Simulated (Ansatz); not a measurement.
# ZnS: the cost of one run

Method: DFT PBE, scalar-relativistic, plane waves, PAW, in Ansatz 0.2.0.

16 further runs of the same task are left out: 16 set aside as unsound or not needed.

### Step 1. The structure to begin with

Symmetry: P6_3mc, No. 186, hexagonal system. Conventional cell: a = 3.846 Å, b = 3.846 Å, c = 6.304 Å, α = 90.00°, β = 90.00°, γ = 120.00°. Zn (site symmetry 3m) is surrounded by 4 S at 2.36 Å. Around S (site symmetry 3m) lie 4 Zn at 2.36 Å.

As a file:

```cif
data_structure
_symmetry_space_group_name_H-M 'P6_3mc'
_symmetry_Int_Tables_number 186
_cell_length_a 3.8456
_cell_length_b 3.8456
_cell_length_c 6.3037
_cell_angle_alpha 90.000
_cell_angle_beta 90.000
_cell_angle_gamma 120.000
_cell_volume 80.73
loop_
_atom_site_label
_atom_site_type_symbol
_atom_site_symmetry_multiplicity
_atom_site_Wyckoff_symbol
_atom_site_fract_x
_atom_site_fract_y
_atom_site_fract_z
_atom_site_occupancy
Zn1 Zn 2 b 0.33333 0.66667 0.00520 1
S1 S 2 b 0.33333 0.66667 0.37980 1
```

It is the result of an earlier relaxation at this level (volume 20.18 Å³/atom; gap on the mesh: 2.08 eV).

### Step 3. Setting up the map

Atoms count from 1 in the order of the input.

The energy is mapped over a free internal coordinate and the cell.

The axes are (1) shift of S3 along [0 0 1], its symmetry partners moved as symmetry demands (measured in the relaxed cell): 7 values from −0.250 Å; (2) c/a of the conventional cell at fixed volume: 7 values from 1.311 to 1.967.

Nothing else is relaxed (all other coordinates fixed). Energies count from the relaxed crystal. Points are written as (first, second).

(The set-up runs are not shown.)

### Step 4. Grid point (−0.250 Å, 1.311)

Input file input.yaml:

```yaml
crystal:
  lattice:
    - [4.1424790287, 0.0, 0.0]
    - [-2.0712395143, 3.5874920735, 0.0]
    - [0.0, 0.0, 5.4324469982]
  atoms:
    - { symbol: Zn, position: [0.3333333333, 0.6666666667, 0.0052003725] }
    - { symbol: Zn, position: [0.6666666667, 0.3333333333, 0.5052003725] }
    - { symbol: S, position: [0.3333333333, 0.6666666667, 0.340140535] }
    - { symbol: S, position: [0.6666666667, 0.3333333333, 0.840140535] }
basis:
  ecutwfc: 520.0
kpoints:
  mp_grid: { grid: [9, 9, 4] }
hamiltonian:
  xc: pbe
scf:
  occupations: { method: gaussian, width: 0.05 }
output:
  forces: true
  stress: true
  eigenvalues: true
```

Launch:

```
$ ansatz run input.yaml --threads 1 --pin off --max-ram 2048MiB --backend cpu --events-out ev --progress --plain --runs-dir out
```

What time and memory should one allow on 1 thread of Arm Neoverse V2, shared host?

About 7.4 s, with a peak of 0.34 GiB.
